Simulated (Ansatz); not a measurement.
# C₂H₇BZn: a ladder of functionals and wavefunction methods

The task here is to estimate one member of a computed series from the others.

Computed with Ansatz 0.2.0, Gaussian basis. Level: functionals in def2-TZVPP, the program's frozen cores in correlated methods.

Levels to be run: PBE-D4, r2SCAN-D4, PBE0-D4, B3LYP-D4, ωB97X-V, ωB97M-V, B2PLYP; CCSD(T)/def2-TZVPP; MP2/def2-QZVPP; extrapolation to the limit.

### Structure used throughout

All runs share one geometry, relaxed beforehand with PBE0-D4 in a triple-zeta def2 set.

SMILES `BC[CH2][ZnH]`, 11 atoms, charge 0, spin multiplicity 1.

Atoms are counted from 1 here; the program's logs count them from 0.

Bond lengths: B1–C2 1.542 Å, B1–H5 1.198 Å, B1–H6 1.206 Å, C2–C3 1.530 Å, C2–H7 1.114 Å, C2–H8 1.098 Å, C3–Zn4 1.959 Å, C3–H9 1.095 Å, C3–H10 1.097 Å, Zn4–H11 1.547 Å. Angles: C2–B1–H5 121.9°, C2–B1–H6 120.0°, H5–B1–H6 117.9°, B1–C2–C3 118.9°, B1–C2–H7 97.3°, B1–C2–H8 112.6°, C3–C2–H7 110.0°, C3–C2–H8 112.7°, H7–C2–H8 102.9°, C2–C3–Zn4 114.3°, C2–C3–H9 111.1°, C2–C3–H10 109.2°, Zn4–C3–H9 109.6°, Zn4–C3–H10 106.7°, H9–C3–H10 105.4°, C3–Zn4–H11 178.8°.

Set-up of the first run:

in.yaml reads:

```yaml
crystal:
  periodic: [false, false, false]
  atoms:
    - {symbol: B, position_ang: [-1.330324, 0.853672, -0.027570]}
    - {symbol: C, position_ang: [0.211064, 0.904396, -0.046716]}
    - {symbol: C, position_ang: [0.997767, -0.323232, 0.416770]}
    - {symbol: Zn, position_ang: [0.315612, -2.025920, -0.271441]}
    - {symbol: H, position_ang: [-1.996278, 1.849570, -0.036559]}
    - {symbol: H, position_ang: [-1.899686, -0.207435, -0.097055]}
    - {symbol: H, position_ang: [0.333899, 1.044060, -1.145187]}
    - {symbol: H, position_ang: [0.606931, 1.841634, 0.364971]}
    - {symbol: H, position_ang: [2.060782, -0.227139, 0.170311]}
    - {symbol: H, position_ang: [0.957869, -0.385856, 1.510826]}
    - {symbol: H, position_ang: [-0.192137, -3.380648, -0.817951]}
basis:
  gaussian: {orbitals: def2-TZVPP}
hamiltonian: {xc: pbe, dispersion: d4}
output: {forces: true, orbitals: {seedname: orbitals}}
```

Command:

```bash
$ ansatz run in.yaml --threads 4 --pin off --events-out ev --progress --plain --max-ram 10444MiB
```

Steps of the session up to this table: PBE-D4 (GGA); r2SCAN-D4 (meta-GGA); PBE0-D4 (hybrid); B3LYP-D4 (hybrid); ωB97X-V (range-separated); ωB97M-V (range-separated); B2PLYP (double hybrid); CCSD(T) in def2-TZVPP; MP2 in def2-QZVPP.

One of the session's tables, all rows but one given; the rest of the session is left out.

| method | atomisation energy (kJ/mol) |
| --- | --- |
| PBE-D4 | 3673.4 |
| r2SCAN-D4 | 3659.8 |
| PBE0-D4 | 3648.9 |
| B3LYP-D4 | 3626.7 |
| ωB97X-V | 3647.1 |
| ωB97M-V | ? |
| B2PLYP | 3592.5 |
| HF/def2-TZVPP | 2770.1 |
| MP2/def2-TZVPP | 3583.5 |
| CCSD/def2-TZVPP | 3506.6 |
| CCSD(T)/def2-TZVPP | 3546.1 |
| MP2/CBS | 3651.7 |
| CCSD(T)/CBS | 3614.2 |

**Question.** Estimate the row for ωB97M-V.

The run gave: atomisation energy (kJ/mol): 3644.9. In the column «atomisation energy (kJ/mol)» it lies between B3LYP-D4 (3626.7) and ωB97X-V (3647.1).

Caveats from the session: Free atoms (1 B, 2 C, 1 Zn, 7 H) were run apart at each level; the atomisation energy is their sum less the molecule, without zero-point or spin-orbit terms.
